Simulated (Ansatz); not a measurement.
# C2H6BFS: one species, many methods

An exercise on one series of results from a longer session: the logs are not shown, and one member is left open.

Program: Ansatz 0.2.0, Gaussian basis. Level of theory: functionals in def2-TZVPP, the program's frozen cores in correlated methods. These are calculated values, not measurements.

Levels to be run: PBE-D4, r2SCAN-D4, PBE0-D4, B3LYP-D4, ωB97X-V, ωB97M-V, B2PLYP; CCSD(T)/def2-TZVPP; MP2/def2-QZVPP; extrapolation to the limit.

**The geometry**

An earlier PBE0-D4 in a triple-zeta def2 set relaxation fixed the geometry.

SMILES `CBC(F)S`, 11 atoms, charge 0, spin multiplicity 1.

Atoms are counted from 1 here; the program's logs count them from 0.

Bond lengths: C1–B2 1.571 Å, C1–H6 1.092 Å, C1–H7 1.092 Å, C1–H8 1.097 Å, B2–C3 1.551 Å, B2–H9 1.199 Å, C3–F4 1.358 Å, C3–S5 1.881 Å, C3–H10 1.088 Å, S5–H11 1.342 Å. Angles: B2–C1–H6 112.5°, B2–C1–H7 114.2°, B2–C1–H8 107.6°, H6–C1–H7 108.8°, H6–C1–H8 106.6°, H7–C1–H8 106.8°, C1–B2–C3 121.4°, C1–B2–H9 122.3°, C3–B2–H9 115.5°, B2–C3–F4 120.9°, B2–C3–S5 78.0°, B2–C3–H10 123.3°, F4–C3–S5 109.6°, F4–C3–H10 109.7°, S5–C3–H10 108.6°, C3–S5–H11 96.1°.

The first run:

Contents of in.yaml:

```yaml
crystal:
  periodic: [false, false, false]
  atoms:
    - {symbol: C, position_ang: [-1.176827, 0.674660, -0.758864]}
    - {symbol: B, position_ang: [0.116808, -0.185187, -0.523000]}
    - {symbol: C, position_ang: [1.092667, 0.126715, 0.640946]}
    - {symbol: F, position_ang: [0.961036, 1.260533, 1.377082]}
    - {symbol: S, position_ang: [0.024098, -1.234310, 1.379081]}
    - {symbol: H, position_ang: [-2.012882, 0.079499, -1.131665]}
    - {symbol: H, position_ang: [-1.508063, 1.234712, 0.118709]}
    - {symbol: H, position_ang: [-0.946820, 1.412970, -1.537172]}
    - {symbol: H, position_ang: [0.508448, -0.986983, -1.323091]}
    - {symbol: H, position_ang: [2.129862, -0.200901, 0.654347]}
    - {symbol: H, position_ang: [0.876974, -2.238810, 1.124330]}
basis:
  gaussian: {orbitals: def2-TZVPP}
hamiltonian: {xc: pbe, dispersion: d4}
output: {forces: true, orbitals: {seedname: orbitals}}
```

Command:

```bash
> ansatz run in.yaml --threads 4 --pin off --events-out ev --progress --plain --max-ram 10444MiB
```

Steps of the session up to this table: PBE-D4 (GGA); r2SCAN-D4 (meta-GGA); PBE0-D4 (hybrid); B3LYP-D4 (hybrid); ωB97X-V (range-separated); ωB97M-V (range-separated); B2PLYP (double hybrid); CCSD(T) in def2-TZVPP; MP2 in def2-QZVPP.

One of the session's tables, all rows but one given; the rest of the session is left out.

It belongs to the step «Atomisation energies». 

```
            method  atomisation energy (eV)
            PBE-D4                   42.841
         r2SCAN-D4                   42.071
           PBE0-D4                   42.072
          B3LYP-D4                   41.731
           ωB97X-V                   41.828
           ωB97M-V                        ?
            B2PLYP                   41.257
     HF/def2-TZVPP                   30.653
    MP2/def2-TZVPP                   41.324
   CCSD/def2-TZVPP                   39.944
CCSD(T)/def2-TZVPP                   40.594
           MP2/CBS                   42.314
       CCSD(T)/CBS                   41.583
```

Q: Estimate the row for ωB97M-V from the others.

As computed: atomisation energy (eV): 41.968. In the column «atomisation energy (eV)» it lies between ωB97X-V (41.828) and r2SCAN-D4 (42.071).
